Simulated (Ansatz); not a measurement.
# Si2Mo: stress in a strained cell

Si2Mo is deformed so: zz strain of -3 %. What stress and forces result, by LAPW, PAW and all-electron datasets made for the crystal?

Computed with Ansatz 0.2.0 (DFT PBEsol, scalar-relativistic, unless a step's input says otherwise).

## Step 1: The system as given

Symmetry: I4/mmm, No. 139, tetragonal system. Conventional cell: a = 3.200 Å, b = 3.200 Å, c = 7.861 Å, α = 90.00°, β = 90.00°, γ = 90.00°. Around Si (site symmetry 4mm) lie 5 Si at 2.61 to 2.63 Å and 5 Mo at 2.62 Å. Around Mo (site symmetry 4/mmm) lie 10 Si at 2.62 Å.

As a file:

```xyz
3
Lattice="-1.6000 1.6000 3.9305 1.6000 -1.6000 3.9305 1.6000 1.6000 -3.9305" Properties=species:S:1:pos:R:3 pbc="T T T"
Si    0.0000    0.0000    2.6177
Si    0.0000    0.0000    5.2433
Mo    0.0000    0.0000    0.0000
```

Atoms are numbered in the order of the input: Si1, Si2, Mo3.

## Step 2: After the deformation

Space group I4/mmm before, I4/mmm after.

## Step 3: Full-potential LAPW

Input file input.yaml:

```yaml
crystal:
  lattice:
    - [-1.6, 1.6, 3.812585]
    - [1.6, -1.6, 3.812585]
    - [1.6, 1.6, -3.812585]
  atoms:
    - { symbol: Si, position: [0.333, 0.333, 0.0] }
    - { symbol: Si, position: [0.667, 0.667, 0.0] }
    - { symbol: Mo, position: [0.0, 0.0, 0.0] }
kpoints:
  mp_grid: { grid: [12, 12, 16] }
  band_path:
    path:
      - [0.0, 0.0, 0.0]
      - [0.0, 0.0, 0.5]
      - [0.25, 0.25, 0.25]
      - [0.0, 0.5, 0.0]
      - [0.0, 0.0, 0.0]
      - [0.5, 0.5, -0.5]
      - [0.2940292111, 0.7059707889, -0.2940292111]
      - [-0.2940292111, 0.2940292111, 0.2940292111]
      - [0.0, 0.0, 0.0]
    npoints: 5
scf:
  occupations: { method: fermi_dirac, width: 0.03 }
hamiltonian:
  xc: pbesol
  pseudopotentials: { kind: all_electron, lapw: { basis_error: 0.001 } }
output:
  forces: true
  stress: true
  eigenvalues: true
```

Started as:

```
ansatz run input.yaml --threads 1 --pin off --max-ram 6144MiB --backend cpu --events-out ev --progress --plain --runs-dir out
```

What it wrote, cut to the lines that bear on the results:

```text
Warning: crystal.symmetry: narrowed to the stabiliser of the k-point mesh — unitary ops 16 → 4; excluded 12 operations that carry a point of the 12×12×16 mesh (shift [0, 0, 0]) off the mesh (the run samples exactly the mesh kpoints.mp_grid names, as under crystal.symmetry.detect: false, [...]
LAPW: plane waves up to 7.928 Å⁻¹, error target 1.0e-3 eV per atom; small_component_spin mean_spin; Si in spheres of 1.143 Å, 12 of its electrons in bands, Dirac shells []; Mo in spheres of 1.396 Å, 30 of its electrons in bands, Dirac shells []
[...]
Pseudopotentials: kind: all_electron
Pseudopotential: Si, LAPW, valence charge 12, Koelling and Harmon's equation, gaussian nucleus
Pseudopotential: Mo, LAPW, valence charge 30, Koelling and Harmon's equation, gaussian nucleus
Functional definition: PBEsol
[...]
Crystal: 3 atoms, lattice volume = 39.041 Å³
Basis set: ecut = 239.4863318578567 eV, 313 PW (Γ), FFT grids on a1+a3, a2+a3, a3, exchange–correlation at level 2
Bands: 33, of which v1, the nominal top of the filled ones, is band 27 counted from 1 (26 counted from 0)
Symmetry: 4 space group operations
k-points: 632 of 2304
[...]
SCF iter   1: F=—  HF=-125877.858082 eV  |F-HF|=—  |Δ(HF+E_count)|=         —  Δρ=4.66e-2  dr2=9.67e-1  ethr=1.79e-3  ⟨swp⟩=2.0  Hψ=134275  notcnv=0
[...]
the basis was enlarged: its passes take 416.2 KiB over the memory plan, 1 of 1 planned eigensolver slots
[...]
SCF iter  10: F=-125877.001644 eV  HF=-125877.001644 eV  |F-HF|=6.68e-9  |Δ(HF+E_count)|=   6.62e-8  Δρ=2.43e-6  dr2=4.19e-9  ethr=4.01e-10  ⟨swp⟩=2.0  Hψ=58173  notcnv=0
[...]
NSCF: frozen V_eff on 41 k-points
SCF converged after 10 iterations
Free energy (F): -125877.001644 eV
[...]
E sigma→0 (E₀):  -125877.001350 eV
Entropy (-TS):   -0.000587 eV (-0.196 meV/atom)
Fermi energy:    18.596641 eV
[...]
--- Forces (eV/Å), atoms counted from 1 ---
  atom   1  Si     0.00097986     0.00097986     0.29280278
  atom   2  Si    -0.00097986    -0.00097986    -0.29280278
  atom   3  Mo    -0.00000000    -0.00000000     0.00000000
[...]
--- Stress (GPa, compression-positive) ---
        0.689102      -0.007968      -0.008422
       -0.007968       0.689102      -0.008422
       -0.008422      -0.008422      13.751098
  P = ⅓ Tr σ = 5.0431 GPa (50.431 kbar)
--- Band table (eV; the first three rows and the last of 632) ---
[...]
```

Wall time 2 min (1 thread of Intel Xeon 6975P-C (Granite Rapids), shared host); peak memory 1.8 GiB.

This run gives: pressure 5.04 GPa; no gap; largest force 0.293 eV/Å.

## Step 4: Frozen-core PAW

Input file input.yaml:

```yaml
crystal:
  lattice:
    - [-1.6, 1.6, 3.812585]
    - [1.6, -1.6, 3.812585]
    - [1.6, 1.6, -3.812585]
  atoms:
    - { symbol: Si, position: [0.333, 0.333, 0.0] }
    - { symbol: Si, position: [0.667, 0.667, 0.0] }
    - { symbol: Mo, position: [0.0, 0.0, 0.0] }
kpoints:
  mp_grid: { grid: [12, 12, 16] }
scf:
  occupations: { method: fermi_dirac, width: 0.03 }
hamiltonian:
  xc: pbesol
  pseudopotentials: { kind: paw }
output:
  forces: true
  stress: true
  eigenvalues: true
  efg: { contact_densities: true }
```

Started as:

```
ansatz run input.yaml --threads 1 --pin off --max-ram 6144MiB --backend cpu --events-out ev --progress --plain --runs-dir out
```

What it wrote, cut to the lines that bear on the results:

```text
Warning: crystal.symmetry: narrowed to the stabiliser of the k-point mesh — unitary ops 16 → 4; excluded 12 operations that carry a point of the 12×12×16 mesh (shift [0, 0, 0]) off the mesh (the run samples exactly the mesh kpoints.mp_grid names, as under crystal.symmetry.detect: false, [...]
Mo: output.efg is read without spin–orbit coupling, which moves field gradients at and beside such atoms by some per cent and up to a factor of two; PAW files take it under magnetization.noncollinear and magnetization.spin_orbit
[...]
Pseudopotentials: kind: paw
Pseudopotential: Si, paw, valence charge 4, recommended cutoff 420 eV (normal)
Pseudopotential: Mo, paw, valence charge 14, recommended cutoff 420 eV (normal)
[... 1 set-up line as earlier in the session ...]
[...]
Crystal: 3 atoms, lattice volume = 39.041 Å³
Basis set: ecut = 420 eV, 761 PW (Γ), exchange–correlation on 60×60×60 points (8 copies of the dense FFT grid, shifted against one another)
[...]
  atom   2  Si    -0.00098189    -0.00098189    -0.29292529
  atom   3  Mo    -0.00000000    -0.00000000     0.00000000
[...]
--- Stress (GPa, compression-positive) ---
        0.653954      -0.008374      -0.008519
       -0.008374       0.653954      -0.008519
       -0.008519      -0.008519      13.723967
  P = ⅓ Tr σ = 5.0106 GPa (50.106 kbar)
--- PAW observables at the nuclei: V_zz in 10²¹ V/m², potentials from the cell's mean, atoms counted from 1 ---
  atom   1  Si V_zz =    -1.799552   η = 0.0125   by run symmetry: allowed
            electrostatic potential = -1368.855472 V   contact ρ = 12760.984780 e/Å³
  atom   2  Si V_zz =    -1.799552   η = 0.0125   by run symmetry: allowed
            electrostatic potential = -1368.855472 V   contact ρ = 12760.984780 e/Å³
  atom   3  Mo V_zz =   -10.002172   η = 0.0083   by run symmetry: allowed
            electrostatic potential = -6358.625184 V   contact ρ = 594300.140881 e/Å³
--- Band table (eV; the first three rows and the last of 632) ---
  k-point 0: bands = ["-44.1545", "-18.3560", "-18.2721", "-18.2709", "2.7887", "9.9610", "13.2973", "13.4413", "13.5655", "13.5664", "16.7241", "19.4146", "19.5749", "19.9510", "19.9518"]
[...]
```

It took 13 s on 1 thread of Intel Xeon 6975P-C (Granite Rapids), shared host; peak memory 0.66 GiB.

This run gives: pressure 5.01 GPa; no gap; largest force 0.293 eV/Å; Vzz Si1 -1.8, Mo3 -10.0 (10²¹ V/m²).

## Step 5: Datasets made for this crystal

Changes to input.yaml since step 4:

```diff
@@ -15,3 +15,3 @@
   xc: pbesol
-  pseudopotentials: { kind: paw }
+  pseudopotentials: { kind: all_electron, datasets: crystal }
 output:
```

Started as:

```
ansatz run input.yaml --threads 1 --pin off --max-ram 6144MiB --backend cpu --events-out ev --progress --plain --runs-dir out
```

What it wrote, cut to the lines that bear on the results:

```text
Warning: crystal.symmetry: narrowed to the stabiliser of the k-point mesh — unitary ops 16 → 4; excluded 12 operations that carry a point of the 12×12×16 mesh (shift [0, 0, 0]) off the mesh (the run samples exactly the mesh kpoints.mp_grid names, as under crystal.symmetry.detect: false, [...]
Mo: output.efg is read without spin–orbit coupling, which moves field gradients at and beside such atoms by some per cent and up to a factor of two; PAW files take it under magnetization.noncollinear and magnetization.spin_orbit
[...]
[... 1 set-up line as earlier in the session ...]
Pseudopotential: Si, paw, valence charge 12, recommended cutoff 300 eV (normal), Koelling and Harmon's equation, gaussian nucleus
Pseudopotential: Mo, paw, valence charge 14, recommended cutoff 300 eV (normal), Koelling and Harmon's equation, gaussian nucleus
[... 1 set-up line as earlier in the session ...]
[...]
Crystal: 3 atoms, lattice volume = 39.041 Å³
[...]
  atom   2  Si    -0.00097936    -0.00097936    -0.29281864
  atom   3  Mo    -0.00000000    -0.00000000     0.00000000
[...]
--- Stress (GPa, compression-positive) ---
        0.686481      -0.007962      -0.008428
       -0.007962       0.686481      -0.008428
       -0.008428      -0.008428      13.750237
  P = ⅓ Tr σ = 5.0411 GPa (50.411 kbar)
  It holds what live shells' own plane waves past their cutoff add
--- PAW observables at the nuclei: V_zz in 10²¹ V/m², potentials from the cell's mean, atoms counted from 1 ---
  atom   1  Si V_zz =    -1.764141   η = 0.0126   by run symmetry: allowed
            electrostatic potential = -1367.382197 V   contact ρ = 12769.881531 e/Å³
  atom   2  Si V_zz =    -1.764141   η = 0.0126   by run symmetry: allowed
            electrostatic potential = -1367.382197 V   contact ρ = 12769.881531 e/Å³
  atom   3  Mo V_zz =   -10.079735   η = 0.0083   by run symmetry: allowed
            electrostatic potential = -6356.802275 V   contact ρ = 594348.622501 e/Å³
--- Band table (eV; the first three rows and the last of 632) ---
  k-point 0: bands = ["4.9933", "12.1645", "15.5034", "15.6441", "15.7701", "15.7710", "18.9307", "21.6225", "21.7760"]
[...]
```

It took 45 s on 1 thread of Intel Xeon 6975P-C (Granite Rapids), shared host; peak memory 1.3 GiB.

In short: pressure 5.04 GPa; no gap; largest force 0.293 eV/Å; Vzz Si1 -1.8, Mo3 -10.1 (10²¹ V/m²).

## Step 6: Stress and forces compared

Stress (GPa, compression positive):

```
          method    xx    yy     zz     yz     xz     xy
            LAPW  0.69  0.69  13.75  -0.01  -0.01  -0.01
             PAW  0.65  0.65  13.72  -0.01  -0.01  -0.01
crystal datasets  0.69  0.69  13.75  -0.01  -0.01  -0.01
```

Forces (eV/Å):

```
atom  LAPW x  LAPW y  LAPW z   PAW x   PAW y   PAW z  crystal datasets x  crystal datasets y  crystal datasets z
 Si1   0.001   0.001   0.293   0.001   0.001   0.293               0.001               0.001               0.293
 Si2  -0.001  -0.001  -0.293  -0.001  -0.001  -0.293              -0.001              -0.001              -0.293
 Mo3   0.000   0.000   0.000   0.000   0.000   0.000               0.000               0.000               0.000
```

| method | pressure (GPa) | largest force (eV/Å) | Vzz Si1 (10²¹ V/m²) | Vzz Mo3 (10²¹ V/m²) | SCF cycles, all passes |
| --- | --- | --- | --- | --- | --- |
| LAPW | 5.04 | 0.293 | – | – | 10 |
| PAW | 5.01 | 0.293 | -1.80 | -10.00 | 6 |
| crystal datasets | 5.04 | 0.293 | -1.76 | -10.08 | 9 |

## Step 7: Outcome

| quantity | value |
| --- | --- |
| pressure | LAPW 5.04, PAW 5.01, crystal datasets 5.04 GPa |
| largest shear or deviatoric stress (LAPW) | 8.71 GPa |

What this shows: The largest part of the stress beyond the pressure is 8.71 GPa in size, in the zz component; the atoms are carried along and not relaxed. No run of the undeformed cell stands beside it, so the pressure holds what the given cell had before the change. PAW: stress within 0.04 GPa of LAPW, forces within 1 meV/Å. Crystal datasets: stress within 0.01 GPa of LAPW, forces within 1 meV/Å. The k mesh doesn't keep the crystal's whole symmetry, which leaves small spurious terms.
